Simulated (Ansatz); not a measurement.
# Al3GaSb4: a trial structure relaxed, part 2 of 2

Where does this trial cell of Al3GaSb4 go when cell and atoms are let free, and does the end survive a random kick?

Ansatz 0.2.0; DFT PBE, scalar-relativistic, plane waves, PAW.

## 6. Random kick, then relaxation

Atoms are moved at random (σ = 0.15 Å a coordinate) and the cell is strained at random (σ = 1.5 % a component).

input.yaml reads:

```yaml
crystal:
  lattice:
    - [4.4480805926, 0.0033056566, 0.0569122671]
    - [0.0033056566, 4.6027291723, -0.0484026573]
    - [0.160361384, -0.1363839029, 12.0091181677]
  atoms:
    - { symbol: Al, position: [0.4722616913, 0.4736118167, 0.2425923478] }
    - { symbol: Al, position: [0.0840678001, 0.0608585615, 0.5261908783] }
    - { symbol: Al, position: [0.5342222586, 0.5385100096, 0.727605954] }
    - { symbol: Ga, position: [0.0541216691, -0.0659556609, -0.0014124065] }
    - { symbol: Sb, position: [0.4670807315, 0.0388248199, 0.3826044777] }
    - { symbol: Sb, position: [0.0027921878, 0.4898799098, 0.6258041611] }
    - { symbol: Sb, position: [0.4103712566, -0.0267995446, 0.8799515769] }
    - { symbol: Sb, position: [-0.024917595, 0.491070088, 0.1166630107] }
basis:
  ecutwfc: 420
kpoints:
  mp_grid: { grid: [4, 4, 1] }
hamiltonian:
  xc: pbe
scf:
  occupations: { method: gaussian, width: 0.1 }
  lower_state_search: "off"
output:
  forces: true
  stress: true
  eigenvalues: true
relax:
  adjacent_minimum: "off"
  f_tol: 0.025
  max_steps: 60
  cell: { stress_tol: 0.25 }
```

Started as:

```
ansatz run input.yaml --threads 4 --pin off --max-ram 8192MiB --backend cpu --events-out ev --progress --plain --runs-dir out
```

The program printed:

```text
Warning: RAYON_NUM_THREADS=4 ignored (pool sized by the plan → 4); use --threads N
Engine: ansatz 0.2.0, aarch64-unknown-linux-gnu
Pseudopotentials: kind: paw
Pseudopotential: Al, paw, valence charge 3, recommended cutoff 420 eV (normal), Al.paw.azcp
Pseudopotential: Ga, paw, valence charge 13, recommended cutoff 420 eV (normal), Ga.paw.azcp
Pseudopotential: Sb, paw, valence charge 15, recommended cutoff 420 eV (normal), Sb.paw.azcp
Functional definition: PBE
  parameter kappa = 0.804
  parameter beta = 0.06672455060314922
  exchange = pbe_x(kappa = kappa, mu = beta*pi^2/3)
  correlation = pbe_c(beta = beta)
Crystal: 8 atoms, lattice volume = 245.795 Å³
Basis set: ecut = 420 eV, 4825 PW (Γ), exchange–correlation on 60×64×162 points (8 copies of the dense FFT grid, shifted against one another)
Bands: 50, of which v1, the nominal top of the filled ones, is band 41 counted from 1 (40 counted from 0)
Symmetry: 1 space group operations
Space group: P1 (ITA 1), of the structure as read, at distance tolerance 6.3e-5 Å
k-points: 10 of 16 (time reversal used)
Non-local potential: Al, projectors of the file, l = 0: 2, l = 1: 2, l = 2: 1
Non-local potential: Ga, projectors of the file, l = 0: 2, l = 1: 2, l = 2: 3, l = 3: 1
Non-local potential: Sb, projectors of the file, l = 0: 2, l = 1: 2, l = 2: 2, l = 3: 2
PAW form: soft (Blöchl's): semilocal exchange-correlation on the pseudo side does not see the compensation charge
PAW one-centre angular grid: Al, 110 points (default); XC on 64 Gauss nodes
PAW one-centre angular grid: Ga, 590 points (default); XC on 64 Gauss nodes
PAW one-centre angular grid: Sb, 590 points (default); XC on 64 Gauss nodes
Initial density: superposition of atomic densities (neutral atoms: chi_scale 0, normalization atom), corrected by the library's trained network
Initial wavefunctions: pseudopotential atomic-orbital guess
Functional: x = pbe(κ = 0.804, μ = 0.2195149727645171), c = pbe(β = 0.06672455060314922)
SCF iter   1: F=—  HF=-31329.809229 eV  |F-HF|=—  |Δ(HF+E_count)|=         —  Δρ=1.89e-3  dr2=2.46e-2  ethr=1.77e-3  ⟨swp⟩=8.3  Hψ=2200  notcnv=0
preconditioner: auto → LDOS  [insulator: Δε(μ)=0.216 eV  Ē_g=7.182 eV  σ=0.100 eV  W_gap=0.53  n_scr=56 (ndim 8)  ℏωp=13.4 eV  f_vac=0.030  D(μ)=2.16/eV (n_scr^D=4)  ε∞_Penn≈4.5  β→1.0]
SCF iter   2: F=—  HF=-31329.809059 eV  |F-HF|=—  |Δ(HF+E_count)|=   1.71e-4  Δρ=7.68e-4  dr2=3.15e-3  ethr=3.00e-5  ⟨swp⟩=2.5  Hψ=952  notcnv=0
SCF iter   3: F=—  HF=-31329.808522 eV  |F-HF|=—  |Δ(HF+E_count)|=   5.37e-4  Δρ=4.30e-4  dr2=1.03e-3  ethr=3.84e-6  ⟨swp⟩=2.1  Hψ=881  notcnv=0
SCF iter   4: F=—  HF=-31329.808285 eV  |F-HF|=—  |Δ(HF+E_count)|=   2.38e-4  Δρ=1.08e-4  dr2=9.73e-5  ethr=1.26e-6  ⟨swp⟩=2.0  Hψ=880  notcnv=0
SCF iter   5: F=—  HF=-31329.808302 eV  |F-HF|=—  |Δ(HF+E_count)|=   1.72e-5  Δρ=3.44e-5  dr2=8.06e-6  ethr=1.19e-7  ⟨swp⟩=2.6  Hψ=731  notcnv=0
SCF iter   6: F=—  HF=-31329.808301 eV  |F-HF|=—  |Δ(HF+E_count)|=   6.29e-7  Δρ=1.31e-5  dr2=5.18e-7  ethr=9.83e-9  ⟨swp⟩=2.0  Hψ=880  notcnv=0
SCF iter   7: F=-31329.808301 eV  HF=-31329.808301 eV  |F-HF|=5.08e-9  |Δ(HF+E_count)|=   8.28e-8  Δρ=3.43e-6  dr2=4.21e-8  ethr=1.22e-10  ⟨swp⟩=12.3  Hψ=2648  notcnv=0
SCF 1 converged in 7 iterations: F = -31329.808301 eV  dr2 = 4.21e-8
relax step   1: F+E_penalty+E_count = -31329.80830110 eV  Δ(F+E_penalty+E_count) = +0.000e0 eV  max|allowed force component| = 7.240e0 eV/Å  Δτ_max = 0.0000 Å  P = +6.119 GPa  Ω = 245.795 Å³  (7 SCF iters, dr2 threshold 1.00e-7 eV, accepted)
Crystal: 8 atoms, lattice volume = 247.280 Å³
Basis set: ecut = 420 eV, 4843 PW (Γ), exchange–correlation on 60×64×162 points (8 copies of the dense FFT grid, shifted against one another)
Initial density: handed on by an earlier stage of this run
Initial wavefunctions: those handed on with the density
iter 1 solved again at ethr=2.54e-4 eV; its pass at ethr=3.10e-3 eV (dr2=2.08e-1 eV) is discarded
SCF iter   1: F=—  HF=-31333.065182 eV  |F-HF|=—  |Δ(HF+E_count)|=         —  Δρ=9.40e-3  dr2=2.05e-1  ethr=2.54e-4  ⟨swp⟩=1.1  Hψ=2660  notcnv=0
preconditioner: auto → LDOS  [insulator: Δε(μ)=0.137 eV  Ē_g=9.718 eV  σ=0.100 eV  W_gap=0.66  n_scr=56 (ndim 8)  ℏωp=15.3 eV  f_vac=0.026  D(μ)=1.10/eV (n_scr^D=2)  ε∞_Penn≈3.5  β→1.0]
SCF iter   2: F=—  HF=-31333.074280 eV  |F-HF|=—  |Δ(HF+E_count)|=   9.10e-3  Δρ=5.56e-3  dr2=1.77e-1  ethr=2.51e-4  ⟨swp⟩=3.2  Hψ=1090  notcnv=0
SCF iter   3: F=—  HF=-31333.018377 eV  |F-HF|=—  |Δ(HF+E_count)|=   5.59e-2  Δρ=1.27e-3  dr2=7.31e-3  ethr=2.15e-4  ⟨swp⟩=2.9  Hψ=1041  notcnv=0  defer=4
SCF iter   4: F=—  HF=-31333.016668 eV  |F-HF|=—  |Δ(HF+E_count)|=   1.71e-3  Δρ=2.89e-4  dr2=3.26e-4  ethr=8.92e-6  ⟨swp⟩=2.0  Hψ=930  notcnv=0  defer=4
SCF iter   5: F=—  HF=-31333.016721 eV  |F-HF|=—  |Δ(HF+E_count)|=   5.30e-5  Δρ=8.37e-5  dr2=3.55e-5  ethr=3.98e-7  ⟨swp⟩=2.0  Hψ=898  notcnv=0  defer=4
SCF iter   6: F=—  HF=-31333.016720 eV  |F-HF|=—  |Δ(HF+E_count)|=   1.09e-6  Δρ=2.50e-5  dr2=1.38e-6  ethr=4.33e-8  ⟨swp⟩=2.0  Hψ=796  notcnv=0  defer=4
SCF iter   7: F=-31333.016721 eV  HF=-31333.016721 eV  |F-HF|=3.40e-8  |Δ(HF+E_count)|=   9.42e-7  Δρ=8.37e-6  dr2=2.35e-7  ethr=9.76e-10  ⟨swp⟩=8.7  Hψ=2104  notcnv=0
SCF 2 converged in 7 iterations: F = -31333.016721 eV  dr2 = 2.35e-7
relax step   2: F+E_penalty+E_count = -31333.01672090 eV  Δ(F+E_penalty+E_count) = -3.208e0 eV  max|allowed force component| = 2.452e0 eV/Å  Δτ_max = 0.1943 Å  P = +1.141 GPa  Ω = 247.280 Å³  energy of the carried Pulay correction = -3.049e-4 eV  (7 SCF iters, dr2 threshold 8.00e-7 eV, accepted)
Crystal: 8 atoms, lattice volume = 241.620 Å³
Basis set: ecut = 420 eV, 4747 PW (Γ), exchange–correlation on 60×64×162 points (8 copies of the dense FFT grid, shifted against one another)
iter 1 solved again at ethr=1.32e-4 eV; its pass at ethr=3.10e-3 eV (dr2=1.08e-1 eV) is discarded
SCF iter   1: F=—  HF=-31334.334282 eV  |F-HF|=—  |Δ(HF+E_count)|=         —  Δρ=8.54e-3  dr2=1.12e-1  ethr=1.32e-4  ⟨swp⟩=1.0  Hψ=2489  notcnv=0
preconditioner: auto → Resta (q_TF=auto, 2.279 Å⁻¹)  ε∞=3.5  [insulator: Δε(μ)=0.315 eV  Ē_g=9.830 eV  σ=0.100 eV  W_gap=0.97  n_scr=56 (ndim 8)  ℏωp=15.5 eV  f_vac=0.020  D(μ)=0.15/eV (n_scr^D=0)  ε∞_Penn≈3.5]
SCF iter   2: F=—  HF=-31334.320192 eV  |F-HF|=—  |Δ(HF+E_count)|=   1.41e-2  Δρ=4.38e-3  dr2=2.99e-2  ethr=1.32e-4  ⟨swp⟩=2.2  Hψ=698  notcnv=0
SCF iter   3: F=—  HF=-31334.320921 eV  |F-HF|=—  |Δ(HF+E_count)|=   7.29e-4  Δρ=7.31e-4  dr2=1.80e-3  ethr=3.65e-5  ⟨swp⟩=2.0  Hψ=729  notcnv=0
SCF iter   4: F=—  HF=-31334.320986 eV  |F-HF|=—  |Δ(HF+E_count)|=   6.53e-5  Δρ=3.76e-4  dr2=4.04e-4  ethr=2.20e-6  ⟨swp⟩=2.0  Hψ=710  notcnv=0
SCF iter   5: F=—  HF=-31334.321000 eV  |F-HF|=—  |Δ(HF+E_count)|=   1.37e-5  Δρ=1.05e-4  dr2=5.55e-5  ethr=4.93e-7  ⟨swp⟩=2.0  Hψ=710  notcnv=0
SCF iter   6: F=—  HF=-31334.321032 eV  |F-HF|=—  |Δ(HF+E_count)|=   3.18e-5  Δρ=4.30e-5  dr2=1.17e-5  ethr=6.77e-8  ⟨swp⟩=2.0  Hψ=711  notcnv=0
SCF iter   7: F=—  HF=-31334.321039 eV  |F-HF|=—  |Δ(HF+E_count)|=   7.72e-6  Δρ=1.71e-5  dr2=1.44e-6  ethr=1.42e-8  ⟨swp⟩=2.0  Hψ=711  notcnv=0
SCF iter   8: F=-31334.321041 eV  HF=-31334.321041 eV  |F-HF|=1.21e-7  |Δ(HF+E_count)|=   1.40e-6  Δρ=4.66e-6  dr2=1.07e-7  ethr=9.76e-10  ⟨swp⟩=8.9  Hψ=2117  notcnv=0
SCF 3 converged in 8 iterations: F = -31334.321041 eV  dr2 = 1.07e-7
relax step   3: F+E_penalty+E_count = -31334.32104098 eV  Δ(F+E_penalty+E_count) = -1.304e0 eV  max|allowed force component| = 1.085e0 eV/Å  Δτ_max = 0.1990 Å  P = +0.052 GPa  Ω = 241.620 Å³  energy of the carried Pulay correction = +8.672e-4 eV  (8 SCF iters, dr2 threshold 8.00e-7 eV, accepted)
[... 12 lines left out ...]
relax step   4: F+E_penalty+E_count = -31334.60728076 eV  Δ(F+E_penalty+E_count) = -2.862e-1 eV  max|allowed force component| = 2.113e-1 eV/Å  Δτ_max = 0.2000 Å  P = +0.323 GPa  Ω = 239.325 Å³  energy of the carried Pulay correction = +1.350e-3 eV  (7 SCF iters, dr2 threshold 8.00e-7 eV, accepted)
[... 11 lines left out ...]
relax step   5: F+E_penalty+E_count = -31334.62184657 eV  Δ(F+E_penalty+E_count) = -1.457e-2 eV  max|allowed force component| = 1.461e-2 eV/Å  Δτ_max = 0.0481 Å  P = -0.119 GPa  Ω = 241.509 Å³  energy of the carried Pulay correction = +8.906e-4 eV  (6 SCF iters, dr2 threshold 8.00e-7 eV, accepted)
Basis set: ecut = 420 eV, 4761 PW (Γ), exchange–correlation on 60×60×180 points (8 copies of the dense FFT grid, shifted against one another)
Initial wavefunctions: pseudopotential atomic-orbital guess (no wavefunctions were taken with the density)
iter 1 solved again at ethr=6.23e-7 eV; its pass at ethr=3.10e-3 eV (dr2=5.11e-4 eV) is discarded
SCF iter   1: F=—  HF=-31334.619920 eV  |F-HF|=—  |Δ(HF+E_count)|=         —  Δρ=1.39e-4  dr2=1.62e-6  ethr=6.23e-7  ⟨swp⟩=3.4  Hψ=3231  notcnv=0
preconditioner: auto → Resta (q_TF=auto, 2.279 Å⁻¹)  ε∞=3.5  [insulator: Δε(μ)=0.646 eV  Ē_g=9.842 eV  σ=0.100 eV  W_gap=1.00  n_scr=56 (ndim 8)  ℏωp=15.5 eV  f_vac=0.030  D(μ)=0.00/eV (n_scr^D=0)  ε∞_Penn≈3.5]
SCF iter   2: F=—  HF=-31334.620937 eV  |F-HF|=—  |Δ(HF+E_count)|=   1.02e-3  Δρ=7.04e-5  dr2=4.31e-7  ethr=1.97e-9  ⟨swp⟩=2.0  Hψ=675  notcnv=0
SCF iter   3: F=—  HF=-31334.621276 eV  |F-HF|=—  |Δ(HF+E_count)|=   3.39e-4  Δρ=4.37e-6  dr2=3.43e-8  ethr=5.26e-10  ⟨swp⟩=2.0  Hψ=710  notcnv=0
SCF iter   4: F=—  HF=-31334.621277 eV  |F-HF|=—  |Δ(HF+E_count)|=   4.31e-7  Δρ=1.42e-6  dr2=5.61e-9  ethr=4.18e-11  ⟨swp⟩=2.0  Hψ=710  notcnv=0
SCF iter   5: F=-31334.621277 eV  HF=-31334.621277 eV  |F-HF|=4.32e-9  |Δ(HF+E_count)|=   1.08e-8  Δρ=6.07e-7  dr2=1.78e-9  ethr=2.44e-12  ⟨swp⟩=8.3  Hψ=1942  notcnv=0
SCF 6 converged in 5 iterations: F = -31334.621277 eV  dr2 = 1.78e-9
relax step   6: F+E_penalty+E_count = -31334.62127675 eV  Δ(F+E_penalty+E_count) = +5.698e-4 eV  max|allowed force component| = 1.466e-2 eV/Å  Δτ_max = 0.0000 Å  P = -0.122 GPa  Ω = 241.509 Å³  stress off target by 1.55e-1 GPa  SCF on the basis re-selected at this cell (its energy is not comparable with the rows above)  (5 SCF iters)
basis re-selected at this cell: Δ(F+E_penalty+E_count) = +5.698e-4 eV, ΔP = -0.003 GPa vs the last step (what re-selecting the basis moved, of the pressure what is left beyond the Pulay correction that the steps carried, after the strain that the cell walked since its last selection, with what the two solves' SCF thresholds leave and, on support functions, any second-order correction that the steps lacked; it is no measure of the basis error at this ecutwfc). The dense FFT grid was sized anew with the basis: this SCF ran on 30×30×90 points, the steps before it on 30×32×81, so part of this shift can come from that change (see relax.cell in the input reference). This SCF's stress stands 1.55e-1 GPa from its target on what of the cell is left free (relax.cell.stress_tol is 2.50e-1 GPa) and its largest allowed force component is 1.47e-2 eV/Å (relax.f_tol is 2.50e-2 eV/Å): within both
SCF converged after 5 iterations
Free energy (F): -31334.621277 eV
Harris-Foulkes:  -31334.621277 eV  (|F-HF|=4.32e-9)
Internal energy: -31334.621277 eV  (E = F + TS)
E sigma→0 (E₀):  -31334.621277 eV
Entropy (-TS):   -0.000000 eV (-0.000 meV/atom)
Fermi energy:    6.475747 eV
--- Per-component energies (eV) ---
  E_band       = -918.357564
  E_kinetic    = 1008.838830
  E_local      = -10632.494894  (includes V_loc(G=0)·N_el)
  E_nonlocal   = 1909.598634
  E_hartree    = 4866.669166
  E_xc         = -737.834271
  E_vxc        = -524.511194  (∫ρ·V_xc dr)
  E_paw        = -21699.413035  (= ΣΔE_a)
  E_vpaw       = -2413.128796  (= ΣTr[D̂ρ^β])
  E_aug_tail   = -0.000130  (compensation charges beyond the density's cutoff)
  E_ewald      = -6049.985577
  E_smearing   = -0.000000  (= −TS)
  E_closure    = 0.000000  (closes the sum)
  Σ components = -31334.621277   (vs F -31334.621277, Δ=0.00e0)
--- Forces (eV/Å), atoms counted from 1 ---
  atom   1  Al     0.00330933    -0.00007987     0.00000626
  atom   2  Al    -0.00324635    -0.00373326    -0.00292712
  atom   3  Al    -0.00133496    -0.00141369    -0.00013413
  atom   4  Ga    -0.00161508     0.00037419     0.00284604
  atom   5  Sb    -0.00050662    -0.00138534     0.00814791
  atom   6  Sb    -0.00100130    -0.00164644    -0.00831755
  atom   7  Sb     0.00328384     0.00170298    -0.01427963
  atom   8  Sb     0.00111225     0.00618233     0.01465859
  max |Σ_I F_I| component: 1.11e-6 eV/Å
--- Stress (GPa, compression-positive) ---
       -0.119441      -0.016545      -0.013956
       -0.016545      -0.146933       0.011284
       -0.013956       0.011284      -0.099592
  P = ⅓ Tr σ = -0.1220 GPa (-1.220 kbar)
--- Band table (eV; the first three rows and the last of 10) ---
  k-point 0: bands = ["-22.2245", "-22.2234", "-22.2208", "-22.2196", "-22.2063", "-22.2051", "-22.1969", "-22.1957", "-22.1935", "-22.1918", "-22.1351", "-22.1350", "-22.1329", "-22.1323", "-22.1321", "-22.1313", "-22.1225", "-22.1213", "-22.1123", "-22.1108", "-8.6258", "-8.6034", "-8.6033", "-8.5805", "-8.5633", "-4.5656", "-3.8635", "-3.7477", "-2.5535", "0.4638", "2.5826", "2.9577", "3.8458", "3.8495", "4.6232", "4.6268", "4.6835", "4.6870", "6.0600", "6.0646", "6.1531", "6.7993", "7.3207", "7.4057", "7.6107", "7.7592", "9.0167", "9.0383", "9.0773", "9.1159"]
  k-point 1: bands = ["-22.2245", "-22.2240", "-22.2204", "-22.2179", "-22.2068", "-22.2052", "-22.1956", "-22.1954", "-22.1937", "-22.1922", "-22.1352", "-22.1347", "-22.1333", "-22.1325", "-22.1313", "-22.1300", "-22.1219", "-22.1209", "-22.1125", "-22.1113", "-8.6231", "-8.6072", "-8.6029", "-8.5786", "-8.5650", "-4.2033", "-3.5931", "-3.4886", "-2.6161", "0.5682", "1.5609", "1.7851", "2.9437", "3.5347", "4.1852", "4.6793", "4.7373", "4.8333", "4.8858", "5.0394", "5.8242", "7.5977", "7.8586", "8.1890", "8.3124", "9.4901", "9.4933", "9.6243", "9.6455", "9.9179"]
  k-point 2: bands = ["-22.2245", "-22.2244", "-22.2200", "-22.2162", "-22.2074", "-22.2052", "-22.1955", "-22.1938", "-22.1938", "-22.1927", "-22.1352", "-22.1345", "-22.1342", "-22.1330", "-22.1300", "-22.1289", "-22.1211", "-22.1203", "-22.1127", "-22.1118", "-8.6232", "-8.6084", "-8.6024", "-8.5765", "-8.5668", "-3.3838", "-3.2463", "-3.2046", "-3.1493", "0.3887", "0.7780", "1.3712", "1.6363", "3.3933", "3.3999", "5.0122", "5.0230", "5.0813", "5.1473", "5.2304", "5.2704", "6.8482", "7.2840", "8.3280", "8.4045", "9.7219", "9.7820", "9.8246", "9.9485", "10.6793"]
  k-point 9: bands = ["-22.2273", "-22.2227", "-22.2166", "-22.2155", "-22.2085", "-22.2052", "-22.1948", "-22.1942", "-22.1929", "-22.1921", "-22.1368", "-22.1363", "-22.1332", "-22.1322", "-22.1268", "-22.1259", "-22.1206", "-22.1197", "-22.1135", "-22.1125", "-8.6213", "-8.6211", "-8.5863", "-8.5760", "-8.5710", "-2.6305", "-2.6283", "-2.5726", "-2.5710", "-0.2135", "0.6295", "0.7378", "0.8387", "3.1389", "3.1676", "3.4236", "3.4236", "3.9626", "3.9659", "3.9684", "3.9889", "7.2973", "7.4292", "7.4329", "7.6610", "10.2170", "10.2406", "10.2427", "10.4523", "10.6844"]
--- Relaxed structure (5 steps of the walk, 5 accepted, 1 SCFs on fresh bases) ---
  F+E_penalty+E_count = -31334.62127675 eV   max|allowed force component| = 1.466e-2 eV/Å   (the final SCF, on the basis selected at the relaxed cell)
  cell:  # Å, volume = 241.5090 Å³
    - [4.434351278272712, 0.0015825541560416105, 0.0002585948768874802]
    - [0.0016346029947841277, 4.435981459996552, -8.228765724075521e-5]
    - [0.0034285255198676645, -0.0024909659522427963, 12.277603436037017]
  atoms:
    - { symbol: Al, position: [0.4993772600954378, 0.5000770595223206, 0.2495158862155579] }
    - { symbol: Al, position: [0.0004963008988248057, 0.0007312086160471433, 0.500059029388904] }
    - { symbol: Al, position: [0.5002477835441459, 0.5000209945615963, 0.7505132666636823] }
    - { symbol: Ga, position: [-0.0002109069404747278, -0.000851867162250359, -3.447577942921875e-5] }
    - { symbol: Sb, position: [0.5004280070729473, 0.00023017501760724804, 0.3746808749523855] }
    - { symbol: Sb, position: [0.00033420314257801475, 0.5006788499678045, 0.6253367211060831] }
    - { symbol: Sb, position: [0.4998416017493097, -8.443857644111537e-5, 0.8751681895387011] }
    - { symbol: Sb, position: [-0.0005142495627687032, 0.49919801805331543, 0.12476050791411583] }
```

It took 19 s on 4 threads of Arm Neoverse V1, shared host; peak memory 0.71 GiB.

Relaxation path:

| step | E - E(step 1) (eV/cell) | largest force component (eV/Å) | pressure (GPa) | volume (Å³) |
| --- | --- | --- | --- | --- |
| 1 | 0.0000 | 7.2398 | 6.12 | 245.79 |
| 2 | -3.2084 | 2.4521 | 1.14 | 247.28 |
| 3 | -4.5127 | 1.0851 | 0.05 | 241.62 |
| 4 | -4.7990 | 0.2113 | 0.32 | 239.32 |
| 5 | -4.8135 | 0.0146 | -0.12 | 241.51 |
| 6 | -4.8130 | 0.0147 | -0.12 | 241.51 |

Step 1 is the start. Step 6 repeats the geometry before it on a plane-wave basis chosen anew for that cell, so its energy need not be comparable with the rows above.

|  | before | after | change |
| --- | --- | --- | --- |
| a (Å) | 4.448 | 4.434 | -0.3 % |
| b (Å) | 4.603 | 4.436 | -3.6 % |
| c (Å) | 12.011 | 12.278 | +2.2 % |
| α (°) | 91.25 | 90.01 | -1.4 % |
| β (°) | 88.50 | 89.98 | +1.7 % |
| γ (°) | 89.92 | 89.96 | 0.0 % |
| volume (Å³/atom) | 30.72 | 30.19 | -1.7 % |
| shortest distance (Å) | 2.114 | 2.694 | +27.5 % |
| space group (0.01 Å) | P1 | C2 | changed |

Change from the reference: -0.7 meV/atom, +0.3 % in volume. At a tolerance of 0.1 Å, which suits this loose relaxation, its space group is P-4m2.

## 7. Outcome

What follows sums up all 2 parts.

```
                              quantity                                                                       value
symmetry at the end (tolerance 0.02 Å)                                                 space group P-4m2 (No. 115)
                     conventional cell  a = 4.405 Å, b = 4.405 Å, c = 12.413 Å, α = 90.00°, β = 90.00°, γ = 90.00°
                                volume                                                               30.11 Å³/atom
              energy over the elements                                                               -0.17 eV/atom
                       gap on the mesh                                                                     0.74 eV
```

What this shows: The space group P-4m2 (No. 115) is kept, at nearly the size of the first guess. A negative formation energy is needed for stability but isn't enough; other structures and compounds were not set against it here. It survived the kick, though modes of other wave vectors, which need another repeat, weren't probed. These runs have no spin-orbit coupling; with Sb it would split and shift bands.
